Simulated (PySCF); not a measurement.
# Ce(NH2)4: forces at shaken geometries

Aim: move all atoms of relaxed Ce(NH2)4 at random and read energies and forces. The species was built from a template and needn't be a known compound.

Method: PBE0, Ce lcecp-2-SVP with ECP46, N def2-SVP, H def2-SVP; scalar-relativistic core potentials, no spin–orbit coupling; program: PySCF 2.14.0.

3 further runs of the same task are left out: 2 for a known fault of the program, 1 that didn't finish.

### Step 1. Starting geometry

13 atoms, charge 0, spin multiplicity 1.

Bond lengths: Ce1–N2 2.201 Å, Ce1–H3 2.949 Å, Ce1–H4 2.896 Å, Ce1–N5 2.201 Å, Ce1–H6 2.896 Å, Ce1–H7 2.949 Å, Ce1–N8 2.201 Å, Ce1–H9 2.896 Å, Ce1–H10 2.949 Å, Ce1–N11 2.201 Å, Ce1–H12 2.949 Å, Ce1–H13 2.896 Å, N2–H3 1.019 Å, N2–H4 1.020 Å, N5–H6 1.020 Å, N5–H7 1.019 Å, N8–H9 1.020 Å, N8–H10 1.019 Å and more. Angles: N2–Ce1–H3 15.6°, N2–Ce1–H4 17.0°, N2–Ce1–N5 109.6°, N2–Ce1–H6 105.6°, N2–Ce1–H7 113.7°, N2–Ce1–N8 109.2°, N2–Ce1–H9 96.1°, N2–Ce1–H10 119.1°, N2–Ce1–N11 109.6°, N2–Ce1–H12 94.3°, N2–Ce1–H13 125.5°, H3–Ce1–H4 32.6°, H3–Ce1–N5 94.3°, H3–Ce1–H6 90.1°, H3–Ce1–H7 99.7°, H3–Ce1–N8 119.1°, H3–Ce1–H9 103.8°, H3–Ce1–H10 131.4° and more.

Geometry (Å):

```
Ce    0.0000    0.0000    0.0000
N     1.2748    1.2351    1.3018
H     1.2134    1.3763    2.3090
H     2.1261    1.7012    0.9866
N    -1.2748   -1.3018    1.2352
H    -2.1261   -0.9866    1.7012
H    -1.2134   -2.3090    1.3763
N     1.2748   -1.2351   -1.3018
H     2.1261   -1.7012   -0.9866
H     1.2134   -1.3763   -2.3090
N    -1.2748    1.3018   -1.2352
H    -1.2134    2.3090   -1.3763
H    -2.1261    0.9866   -1.7012
```

Formal oxidation states: Ce +4. The 4f shell is empty and lies in the core potential. An earlier session relaxed this geometry at PBE0, Ce lcecp-2-SVP with ECP46, N def2-SVP, H def2-SVP (singlet, point group D2).

Its energy there is -262.074923 Eh.

### Step 2. Atoms moved at random, σ = 0.1 Å

Contents of run.py (the lines that set the calculation):

```python
mol = gto.M(atom='''
Ce     0.01343    -0.05140     0.12252
N      1.35313     1.25093     1.42144
H      1.07313     1.29794     2.13127
H      2.09776     1.63746     1.07908
N     -1.31654    -1.22297     1.32834
H     -2.03940    -1.06846     1.60623
H     -1.31322    -2.13981     1.44478
N      1.34925    -1.24552    -1.25298
H      2.08377    -1.70848    -0.96557
H      1.25692    -1.30192    -2.37064
N     -1.17252     1.17664    -1.30808
H     -1.21675     2.41879    -1.41591
H     -2.16896     0.95681    -1.82048''',
    basis={'Ce': 'lcecp-2-SVP', 'N': 'def2-SVP', 'H': 'def2-SVP'},
    ecp={'Ce': 'lcecp-2-SVP'},
    charge=0, spin=0)
mf = dft.RKS(mol, xc='PBE0')
mf.grids.atom_grid = (50, 194)  # f atoms: unpruned, at least (60, 302)
mf = mf.density_fit()  # fitting sets: Ce AutoAux, N def2-universal-JKFIT, H def2-universal-JKFIT
mf.conv_tol = 1e-08; mf.max_cycle = 55
mf.kernel(dm0)  # dm0: the density of the relaxed state
```

Launch:

```bash
OMP_NUM_THREADS=2 python run.py
```

### Step 3. Atoms moved at random, σ = 0.1 Å

Contents of run.py (the lines that set the calculation):

```python
mol = gto.M(atom='''
Ce     0.07578    -0.08250    -0.23439
N      1.20314     1.13020     1.42791
H      1.34432     1.42083     2.32729
H      2.20853     1.70538     0.99701
N     -1.14286    -1.35158     1.12632
H     -2.12531    -0.94723     1.91342
H     -1.19900    -2.16294     1.50336
N      1.17900    -1.07638    -1.29566
H      1.99947    -1.63580    -1.02863
H      1.27268    -1.36598    -2.34230
N     -1.37837     1.22828    -1.32202
H     -1.16678     2.26342    -1.26168
H     -2.27058     0.87430    -1.81064''',
    basis={'Ce': 'lcecp-2-SVP', 'N': 'def2-SVP', 'H': 'def2-SVP'},
    ecp={'Ce': 'lcecp-2-SVP'},
    charge=0, spin=0)
mf = dft.RKS(mol, xc='PBE0')
mf.grids.atom_grid = (50, 194)  # f atoms: unpruned, at least (60, 302)
mf = mf.density_fit()  # fitting sets: Ce AutoAux, N def2-universal-JKFIT, H def2-universal-JKFIT
mf.conv_tol = 1e-08; mf.max_cycle = 55
mf.kernel(dm0)  # dm0: the density of the relaxed state
```

### Step 4. Atoms moved at random, σ = 0.1 Å

Contents of run.py (the lines that set the calculation):

```python
mol = gto.M(atom='''
Ce    -0.18744    -0.09717     0.09393
N      1.31132     1.21065     1.33473
H      1.35053     1.30104     2.46774
H      2.18054     1.74075     0.98048
N     -1.47566    -1.14480     1.13327
H     -2.08847    -0.90803     1.65554
H     -1.36843    -2.44515     1.27752
N      1.26154    -1.26050    -1.38185
H      2.24954    -1.63831    -1.15045
H      1.37178    -1.38232    -2.35589
N     -1.26146     1.31832    -1.20517
H     -1.17321     2.35847    -1.19995
H     -2.17057     0.94705    -1.64990''',
    basis={'Ce': 'lcecp-2-SVP', 'N': 'def2-SVP', 'H': 'def2-SVP'},
    ecp={'Ce': 'lcecp-2-SVP'},
    charge=0, spin=0)
mf = dft.RKS(mol, xc='PBE0')
mf.grids.atom_grid = (50, 194)  # f atoms: unpruned, at least (60, 302)
mf = mf.density_fit()  # fitting sets: Ce AutoAux, N def2-universal-JKFIT, H def2-universal-JKFIT
mf.conv_tol = 1e-08; mf.max_cycle = 55
mf.kernel(dm0)  # dm0: the density of the relaxed state
```

Q: Predict the outcome of this session. Wanted: for each run, σ; energy rise; harmonic estimate −½ F·u; largest force component.

As calculated:

| σ (Å) | energy rise (eV) | harmonic estimate −½ F·u (eV) | largest force component (eV/Å) |
| --- | --- | --- | --- |
| 0.1 | 7.203 | 7.757 | 25.72 |
| 0.1 | 5.174 | 5.099 | 10.11 |
| 0.1 | 3.976 | 3.830 | 12.73 |

Every displacement raises the energy. For a harmonic well the rise equals −½ F·u; the two differ by at most 8 % here (a move with σ = 0.1 Å), from anharmonicity, the grid and the small forces left at the relaxed point. The bases are small and lack diffuse functions. Spin–orbit coupling is left out.
